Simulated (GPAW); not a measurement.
A calculation with GPAW 26.7.0 of ZnMo3 (ASE script, structure typed inline):

Contents of run.py:

```python
from ase import Atoms
from ase.dft.bandgap import bandgap
from ase.io import write
from ase.units import GPa
from gpaw import GPAW, PW

atoms = Atoms(['Mo', 'Mo', 'Mo', 'Zn'],
              cell=[[3.943154, 0.0, 0.0],
                    [0.0, 3.943154, 0.0],
                    [0.0, 0.0, 3.943154]],
              scaled_positions=[[0.5, 0.5, 0.0],
                                [0.5, 0.0, 0.5],
                                [0.0, 0.5, 0.5],
                                [0.0, 0.0, 0.0]],
              pbc=True)

calc = GPAW(mode=PW(600),
            xc='PBE',
            kpts={'size': (7, 7, 7), 'gamma': True},
            occupations={'name': 'fermi-dirac', 'width': 0.05},
            nbands=47,
            convergence={'density': 1e-05, 'energy': 1e-05},
            maxiter=150,
            txt='gpaw.txt')
atoms.calc = calc
energy = atoms.get_potential_energy()
forces = atoms.get_forces()
stress = atoms.get_stress()
calc.write('gs.gpw')
write('result.traj', atoms)
print(f'Energy: {energy:.6f} eV')
print('Forces (eV/A):')
print(forces.round(4))
print('Stress (GPa):', (stress / GPa).round(3))
print('Fermi level:', round(calc.get_fermi_level(), 4), 'eV')
print(f'Gap: {bandgap(calc)[0]:.4f} eV, direct: {bandgap(calc, direct=True)[0]:.4f} eV')
```

Potentials or basis: GPAW PAW data sets (gpaw-data 1.2.1), pw.

Command:

```console
$ OMP_NUM_THREADS=1 python run.py
```

The cell comes from a database or a generator and needn't be the stable form of this composition.

Task: Write the same calculation in another form: cli, structure from a POSCAR.

Result: As run:

Contents of POSCAR:

```
ZnMo3
1.0
    3.9431540000      0.0000000000      0.0000000000
    0.0000000000      3.9431540000      0.0000000000
    0.0000000000      0.0000000000      3.9431540000
Mo Zn
3 1
Direct
    0.5000000000      0.5000000000      0.0000000000
    0.5000000000      0.0000000000      0.5000000000
    0.0000000000      0.5000000000      0.5000000000
    0.0000000000      0.0000000000      0.0000000000
```

Potentials or basis: GPAW PAW data sets (gpaw-data 1.2.1), pw.

Run with:

```bash
$ OMP_NUM_THREADS=1 gpaw run POSCAR -p 'mode=PW(600),xc=PBE,kpts={size:(7,7,7),gamma:True},occupations={name:fermi-dirac,width:0.05},nbands=47,convergence={density:1e-05,energy:1e-05},maxiter=150,txt=gpaw.txt' --properties efs -w gs.gpw
```

Both were run:

|  | ASE script, structure typed inline | cli, structure from a POSCAR |
| --- | --- | --- |
| Pressure | -1.6 GPa | -1.6 GPa |
| Band gap on the k mesh | none (metal or under the smearing width) | none (metal or under the smearing width) |

Keys that steer only the numerical path or the files written may differ.
